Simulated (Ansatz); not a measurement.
# CH3BClNO: a ladder of functionals and wavefunction methods

An exercise on one series of results from a longer session: the logs are not shown, and one member is left open.

Computed with Ansatz 0.2.0, Gaussian basis. Level: functionals in def2-TZVPP, the program's frozen cores in correlated methods.

Levels to be run: LDA (SPW92), PBE-D4, revPBE-D4, BLYP-D4, r2SCAN-D4, B97M-V, PBE0-D4, B3LYP-D4, r2SCANh-D4, r2SCAN0-D4, HSE06-D4, BHLYP-D4, CAM-B3LYP-D4, LC-ωPBE, ωB97X-V, ωB97M-V, B2PLYP, PBE-QIDH; CCSD(T)/def2-SVP; CCSD(T)/def2-TZVPP; MP2/def2-QZVPP; extrapolation to the limit; RPA on PBE.

## Structure used throughout

All runs share one geometry, relaxed beforehand with PBE0-D4 in a triple-zeta def2 set.

SMILES `BOC(=N)Cl`, 8 atoms, charge 0, spin multiplicity 1.

Atoms are counted from 1 here; the program's logs count them from 0.

Bond lengths: B1–O2 1.360 Å, B1–H6 1.191 Å, B1–H7 1.196 Å, O2–C3 1.360 Å, C3–N4 1.245 Å, C3–Cl5 1.719 Å, N4–H8 1.018 Å. Angles: O2–B1–H6 115.9°, O2–B1–H7 119.8°, H6–B1–H7 124.3°, B1–O2–C3 123.0°, O2–C3–N4 128.9°, O2–C3–Cl5 110.0°, N4–C3–Cl5 121.1°, C3–N4–H8 111.8°.

Geometry (Å):

```xyz
8
charge 0, multiplicity 1
B    -0.7781    1.0603    0.3181
O     0.5097    0.6296    0.2376
C     0.8590   -0.5637   -0.3143
N     0.3241   -1.6791   -0.1703
Cl    2.2710   -0.3749   -1.2767
H    -0.9441    2.1004    0.8730
H    -1.6561    0.4014   -0.1570
H    -0.4934   -1.6312    0.4339
```

Set-up of the first run:

in.yaml reads:

```yaml
crystal:
  periodic: [false, false, false]
  atoms:
    - {symbol: B, position_ang: [-0.778113, 1.060268, 0.318064]}
    - {symbol: O, position_ang: [0.509671, 0.629628, 0.237581]}
    - {symbol: C, position_ang: [0.859015, -0.563688, -0.314252]}
    - {symbol: N, position_ang: [0.324132, -1.679145, -0.170259]}
    - {symbol: Cl, position_ang: [2.271036, -0.374853, -1.276746]}
    - {symbol: H, position_ang: [-0.944149, 2.100445, 0.872956]}
    - {symbol: H, position_ang: [-1.656100, 0.401427, -0.157009]}
    - {symbol: H, position_ang: [-0.493391, -1.631180, 0.433865]}
basis:
  gaussian: {orbitals: def2-TZVPP}
hamiltonian: {xc: lda}
output: {orbitals: {seedname: orbitals}}
```

Among the steps run: LDA; PBE-D4 (GGA); revPBE-D4 (GGA); BLYP-D4 (GGA); r2SCAN-D4 (meta-GGA); B97M-V (meta-GGA); PBE0-D4 (hybrid); B3LYP-D4 (hybrid); r2SCANh-D4 (hybrid); r2SCAN0-D4 (hybrid); HSE06-D4 (hybrid); BHLYP-D4 (hybrid); CAM-B3LYP-D4 (range-separated); LC-ωPBE (range-separated); ωB97X-V (range-separated); ωB97M-V (range-separated); B2PLYP (double hybrid); PBE-QIDH (double hybrid).

One table of the session follows, with a row left open; its other results are not shown here.

It belongs to the step «Frontier levels by functional». 

| functional | HOMO (eV) | LUMO (eV) | gap (eV) |
| --- | --- | --- | --- |
| LDA (SPW92) | ? | ? | ? |
| PBE-D4 | -7.18 | -2.58 | 4.59 |
| revPBE-D4 | -7.12 | -2.47 | 4.65 |
| BLYP-D4 | -7.05 | -2.45 | 4.60 |
| r2SCAN-D4 | -7.53 | -2.24 | 5.29 |
| B97M-V | -7.70 | -2.31 | 5.40 |
| PBE0-D4 | -8.76 | -1.58 | 7.18 |
| B3LYP-D4 | -8.48 | -1.82 | 6.66 |
| r2SCANh-D4 | -8.12 | -1.88 | 6.24 |
| r2SCAN0-D4 | -8.99 | -1.36 | 7.64 |
| HSE06-D4 | -8.35 | -1.96 | 6.39 |
| BHLYP-D4 | -9.99 | -0.56 | 9.43 |
| CAM-B3LYP-D4 | -10.19 | -0.50 | 9.69 |
| LC-ωPBE | -11.61 | 0.72 | 12.32 |
| ωB97X-V | -11.21 | 0.62 | 11.83 |
| ωB97M-V | -11.09 | 0.38 | 11.46 |

**Question.** Estimate the row for LDA (SPW92).

**Answer.** HOMO (eV): -7.32; LUMO (eV): -2.89; gap (eV): 4.43. In the column «HOMO (eV)» it lies between r2SCAN-D4 (-7.53) and PBE-D4 (-7.18).
